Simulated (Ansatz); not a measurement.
# TiAl26As27: the cost of one run

Method: DFT, PBE, plane-wave PAW, default files, scalar-relativistic, as far as a step names no other, in Ansatz 0.2.0.

## Step 1: The starting structure

It takes space group F-43m (No. 216, cubic). The conventional cell has a = 16.982 Å, b = 16.982 Å, c = 16.982 Å, α = 90.00°, β = 90.00°, γ = 90.00°. Ti (site symmetry -43m) has 4 As at 2.45 Å as nearest neighbours. Al (site symmetry m) is surrounded by 4 As at 2.45 Å. Around Al (site symmetry 3m) lie 4 As at 2.45 Å. Al (site symmetry 2mm) has 4 As at 2.45 Å as nearest neighbours. As (site symmetry 3m) has 1 Ti at 2.45 Å and 3 Al at 2.45 Å as nearest neighbours. As (site symmetry 2mm) has 4 Al at 2.45 Å as nearest neighbours. As (site symmetry m) is surrounded by 4 Al at 2.45 Å. Only part of the 10 independent sites is listed.

As a file:

```cif
data_structure
_symmetry_space_group_name_H-M 'F-43m'
_symmetry_Int_Tables_number 216
_cell_length_a 16.9824
_cell_length_b 16.9824
_cell_length_c 16.9824
_cell_angle_alpha 90.000
_cell_angle_beta 90.000
_cell_angle_gamma 90.000
_cell_volume 4897.76
loop_
_atom_site_label
_atom_site_type_symbol
_atom_site_symmetry_multiplicity
_atom_site_Wyckoff_symbol
_atom_site_fract_x
_atom_site_fract_y
_atom_site_fract_z
_atom_site_occupancy
Ti1 Ti 4 a 0.00000 0.00000 0.00000 1
Al1 Al 48 h 0.16667 0.00000 0.16667 1
Al2 Al 16 e 0.83333 0.33333 0.16667 1
Al3 Al 16 e 0.16667 0.16667 0.33333 1
Al4 Al 24 f 0.50000 0.16667 0.00000 1
As1 As 16 e 0.08333 0.41667 0.58333 1
As2 As 24 g 0.25000 0.41667 0.75000 1
As3 As 48 h 0.58333 0.25000 0.91667 1
As4 As 16 e 0.41667 0.08333 0.91667 1
As5 As 4 c 0.25000 0.25000 0.25000 1
```

Atom 1 of the input is the impurity.

## Step 2: Gradients at the starting positions

File input.yaml:

```yaml
crystal:
  lattice:
    - [0.0, 8.4912, 8.4912]
    - [8.4912, 0.0, 8.4912]
    - [8.4912, 8.4912, 0.0]
  atoms:
    - { symbol: Ti, position: [0.0, 0.0, 0.0] }
    - { symbol: Al, position: [0.0, 0.0, 0.3333333333] }
    - { symbol: Al, position: [0.0, 0.0, 0.6666666667] }
    - { symbol: Al, position: [0.0, 0.3333333333, 0.0] }
    - { symbol: Al, position: [0.0, 0.3333333333, 0.3333333333] }
    - { symbol: Al, position: [0.0, 0.3333333333, 0.6666666667] }
    - { symbol: Al, position: [0.0, 0.6666666667, 0.0] }
    - { symbol: Al, position: [0.0, 0.6666666667, 0.3333333333] }
    - { symbol: Al, position: [0.0, 0.6666666667, 0.6666666667] }
    - { symbol: Al, position: [0.3333333333, 0.0, 0.0] }
    - { symbol: Al, position: [0.3333333333, 0.0, 0.3333333333] }
    - { symbol: Al, position: [0.3333333333, 0.0, 0.6666666667] }
    - { symbol: Al, position: [0.3333333333, 0.3333333333, 0.0] }
    - { symbol: Al, position: [0.3333333333, 0.3333333333, 0.3333333333] }
    - { symbol: Al, position: [0.3333333333, 0.3333333333, 0.6666666667] }
    - { symbol: Al, position: [0.3333333333, 0.6666666667, 0.0] }
    - { symbol: Al, position: [0.3333333333, 0.6666666667, 0.3333333333] }
    - { symbol: Al, position: [0.3333333333, 0.6666666667, 0.6666666667] }
    - { symbol: Al, position: [0.6666666667, 0.0, 0.0] }
    - { symbol: Al, position: [0.6666666667, 0.0, 0.3333333333] }
    - { symbol: Al, position: [0.6666666667, 0.0, 0.6666666667] }
    - { symbol: Al, position: [0.6666666667, 0.3333333333, 0.0] }
    - { symbol: Al, position: [0.6666666667, 0.3333333333, 0.3333333333] }
    - { symbol: Al, position: [0.6666666667, 0.3333333333, 0.6666666667] }
    - { symbol: Al, position: [0.6666666667, 0.6666666667, 0.0] }
    - { symbol: Al, position: [0.6666666667, 0.6666666667, 0.3333333333] }
    - { symbol: Al, position: [0.6666666667, 0.6666666667, 0.6666666667] }
    - { symbol: As, position: [0.0833333333, 0.0833333333, 0.0833333333] }
    - { symbol: As, position: [0.0833333333, 0.0833333333, 0.4166666667] }
    - { symbol: As, position: [0.0833333333, 0.0833333333, 0.75] }
    - { symbol: As, position: [0.0833333333, 0.4166666667, 0.0833333333] }
    - { symbol: As, position: [0.0833333333, 0.4166666667, 0.4166666667] }
    - { symbol: As, position: [0.0833333333, 0.4166666667, 0.75] }
    - { symbol: As, position: [0.0833333333, 0.75, 0.0833333333] }
    - { symbol: As, position: [0.0833333333, 0.75, 0.4166666667] }
    - { symbol: As, position: [0.0833333333, 0.75, 0.75] }
    - { symbol: As, position: [0.4166666667, 0.0833333333, 0.0833333333] }
    - { symbol: As, position: [0.4166666667, 0.0833333333, 0.4166666667] }
    - { symbol: As, position: [0.4166666667, 0.0833333333, 0.75] }
    - { symbol: As, position: [0.4166666667, 0.4166666667, 0.0833333333] }
    - { symbol: As, position: [0.4166666667, 0.4166666667, 0.4166666667] }
    - { symbol: As, position: [0.4166666667, 0.4166666667, 0.75] }
    - { symbol: As, position: [0.4166666667, 0.75, 0.0833333333] }
    - { symbol: As, position: [0.4166666667, 0.75, 0.4166666667] }
    - { symbol: As, position: [0.4166666667, 0.75, 0.75] }
    - { symbol: As, position: [0.75, 0.0833333333, 0.0833333333] }
    - { symbol: As, position: [0.75, 0.0833333333, 0.4166666667] }
    - { symbol: As, position: [0.75, 0.0833333333, 0.75] }
    - { symbol: As, position: [0.75, 0.4166666667, 0.0833333333] }
    - { symbol: As, position: [0.75, 0.4166666667, 0.4166666667] }
    - { symbol: As, position: [0.75, 0.4166666667, 0.75] }
    - { symbol: As, position: [0.75, 0.75, 0.0833333333] }
    - { symbol: As, position: [0.75, 0.75, 0.4166666667] }
    - { symbol: As, position: [0.75, 0.75, 0.75] }
total_charge: 1
kpoints:
  mp_grid: { grid: [2, 2, 2] }
scf:
  occupations: { method: fermi_dirac, width: 0.01 }
hamiltonian:
  xc: pbe
  pseudopotentials: { kind: paw }
output:
  forces: true
  stress: true
  populations: true
  efg:
    quadrupole_moments_barn: { Ti: 0.247, Al: 0.1466, As: 0.311 }
    contact_densities: true
```

Started as:

```sh
$ ansatz run input.yaml --threads 4 --pin off --max-ram 8192MiB --backend cpu --events-out ev --progress --plain --runs-dir out
```

What time and memory should one allow on 4 threads of Arm Neoverse V2, shared host?

About 36 s, with a peak of 5 GiB.
